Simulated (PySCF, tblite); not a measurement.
# C₇H₆NS radical: geometry, infrared bands and EPR parameters

What infrared bands and EPR parameters should C₇H₆NS radical (`S=CCc1c[c]ncc1`) show?

Programs: tblite 0.8.0 and PySCF 2.14.0, with density-fitted response routines of our own. Each step states its level of theory. These are calculated values for one molecule in the gas phase, unless marked as measured. Atoms count from 0, in the outputs and in this text.

## Step 1: The starting structure

15 atoms, charge 0, multiplicity 2; geometry from: force field or distance geometry start.

Bonds of the start (Å): S0–C1 1.66, C1–C2 1.51, C2–C3 1.49, C3–C4 1.40, C4–C5 1.38, C5–N6 1.35, N6–C7 1.35, C7–C8 1.39, C8–C3 1.39, C1–H9 1.12, C2–H10 1.10, C2–H11 1.10, C4–H12 1.08, C7–H13 1.08, C8–H14 1.10.

## Step 2: Relaxing the molecule with GFN2-xTB

What the job is given:

```
{"job": {"kind": "relax", "xc": "GFN2-xTB", "basis": "xTB"}, "charge": 0, "multiplicity": 2}
S     -3.300900     1.102200     0.810300
C     -2.235800    -0.139100     0.514500
C     -1.327500    -0.172800    -0.688700
C      0.118800    -0.155900    -0.312200
C      0.864500    -1.346100    -0.276200
C      2.192100    -1.286300     0.095100
N      2.825100    -0.145600     0.456900
C      2.094200     0.986300     0.443000
C      0.756600     1.022500     0.072000
H     -2.145500    -1.003500     1.216400
H     -1.543200     0.669200    -1.368100
H     -1.571800    -1.087700    -1.248800
H      0.431600    -2.299600    -0.549800
H      2.620100     1.882900     0.732900
H      0.217200     1.981600     0.080900
```

Command:

```sh
$ OMP_NUM_THREADS=1 python probes_run.py task.json out
```

This one command runs all jobs of the session in turn.

**Question.** This job is followed by: GFN2-xTB harmonic vibrations, gas phase; UKS B3LYP, pcH-1 on C H N S, non-relativistic, mean-field spin-orbit, GIAO. Predict these results of the whole session: strongest single infrared mode (GFN2-xTB); zero-point energy (GFN2-xTB); g(iso) (B3LYP); ⟨S²⟩; largest a(iso) (averaged by class); surface potential, 1st and 99th percentile.

The runs gave:

| quantity | value |
| --- | --- |
| strongest single infrared mode (GFN2-xTB) | 1634 cm⁻¹, 290 km/mol |
| zero-point energy (GFN2-xTB) | 67.1 kcal/mol |
| g(iso) (B3LYP) | 2.00222 |
| ⟨S²⟩ | 0.755 (exact 0.75) |
| largest a(iso) (averaged by class) | 13C on C5, 517.0 MHz |
| surface potential, 1st and 99th percentile | -1.38 V and 1.38 V |

What this shows: The optimisation took 72 steps and gained 0.313 eV; among the close pairs (by a distance rule), C5–N6 changed most, from 1.354 to 1.274 Å. All 39 modes are real, so the xTB geometry is a minimum. The strongest single mode, at 1634 cm⁻¹, moves mainly C5 and N6. Unscaled tight-binding wavenumbers are off by several per cent, some by more. Its intensities can rank the bands wrongly. Most of the unpaired spin sits on C5 (0.83 e). The isotropic g lies 0.1 ppt below the free-electron value.
